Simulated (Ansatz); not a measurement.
# Na3SF: the cost of one run

Computed with Ansatz 0.2.0 (DFT PBE, scalar-relativistic, plane waves, PAW, unless a step names another level, unless a step's input says otherwise).

1 further run of the same task is left out (set aside as unsound or not needed).

### Step 1. Starting point

The structure is trigonal, space group R-3c (No. 167). The conventional cell has a = 6.418 Å, b = 6.418 Å, c = 15.102 Å, α = 90.00°, β = 90.00°, γ = 120.00°. Na (site symmetry 2) is surrounded by 2 F at 2.28 Å and 3 S at 2.79 to 3.15 Å and 4 Na at 3.15 Å. Around S (site symmetry 32) lie 9 Na at 2.79 to 3.15 Å. F (site symmetry -3) has 6 Na at 2.28 Å as nearest neighbours.

As a file:

```cif
data_structure
_symmetry_space_group_name_H-M 'P 1'
_symmetry_Int_Tables_number 1
_cell_length_a 6.2509
_cell_length_b 6.2509
_cell_length_c 6.2509
_cell_angle_alpha 61.780
_cell_angle_beta 61.780
_cell_angle_gamma 61.780
_cell_volume 179.59
loop_
_atom_site_label
_atom_site_type_symbol
_atom_site_fract_x
_atom_site_fract_y
_atom_site_fract_z
_atom_site_occupancy
Na1 Na 0.81581 0.25000 0.68419 1
Na2 Na 0.68419 0.81581 0.25000 1
Na3 Na 0.25000 0.68419 0.81581 1
Na4 Na 0.18419 0.75000 0.31581 1
Na5 Na 0.31581 0.18419 0.75000 1
Na6 Na 0.75000 0.31581 0.18419 1
S1 S 0.75000 0.75000 0.75000 1
S2 S 0.25000 0.25000 0.25000 1
F1 F 0.50000 0.50000 0.50000 1
F2 F 0.00000 0.00000 0.00000 1
```

The cell was relaxed beforehand at this level, from a generated guess; it needn't be the stable form of this composition. At a tolerance of 0.02 Å it has space group R-3c (No. 167); it has 17.96 Å³/atom, an uncorrected energy of -1.68 eV/atom over the elements.

### Step 2. Static run: bands, density of states and charges

input.yaml reads:

```yaml
crystal:
  lattice:
    - [3.2091497146, 1.8528034516, 5.0340946232]
    - [-3.2091497146, 1.8528034516, 5.0340946232]
    - [0.0, -3.7056069032, 5.0340946232]
  atoms:
    - { symbol: Na, position: [0.815809638, 0.25, 0.684190362] }
    - { symbol: Na, position: [0.684190362, 0.815809638, 0.25] }
    - { symbol: Na, position: [0.25, 0.684190362, 0.815809638] }
    - { symbol: Na, position: [0.184190362, 0.75, 0.315809638] }
    - { symbol: Na, position: [0.315809638, 0.184190362, 0.75] }
    - { symbol: Na, position: [0.75, 0.315809638, 0.184190362] }
    - { symbol: S, position: [0.75, 0.75, 0.75] }
    - { symbol: S, position: [0.25, 0.25, 0.25] }
    - { symbol: F, position: [0.5, 0.5, 0.5] }
    - { symbol: F, position: [0.0, 0.0, 0.0] }
basis:
  ecutwfc: 420
kpoints:
  mp_grid: { grid: [6, 6, 6] }
  band_path:
    path:
      - [[0.0, 0.0, 0.0], [0.5, 0.5, 0.5], [0.74302565, 0.25697435, 0.5]]
      - [[0.5, -0.25697435, 0.25697435], [0.5, 0.0, 0.0], [0.0, 0.0, 0.0], [0.37848717, -0.37848717, 0.0]]
      - [[0.62151283, 0.0, 0.37848717], [0.5, 0.0, 0.5], [0.0, 0.0, 0.0]]
    npoints: 14
hamiltonian:
  xc: pbe
scf:
  occupations: { method: gaussian, width: 0.02 }
  n_extra_bands: 25
output:
  forces: true
  stress: true
  eigenvalues: true
  populations: true
  dos: { projected: true, de: 0.02, nscf_kmesh: { grid: [9, 9, 9] } }
  bader: true
  write_density: true
  write_potential: true
  elf: true
  volumetric_format: npy
```

On the command line:

```bash
$ ansatz run input.yaml --threads 1 --pin off --max-ram 2560MiB --backend cpu --events-out ev --progress --plain --runs-dir out
```

Q: Estimate wall time and peak memory on 1 thread of Arm Neoverse V2, shared host.

About 2.1 min, with a peak of 0.85 GiB.
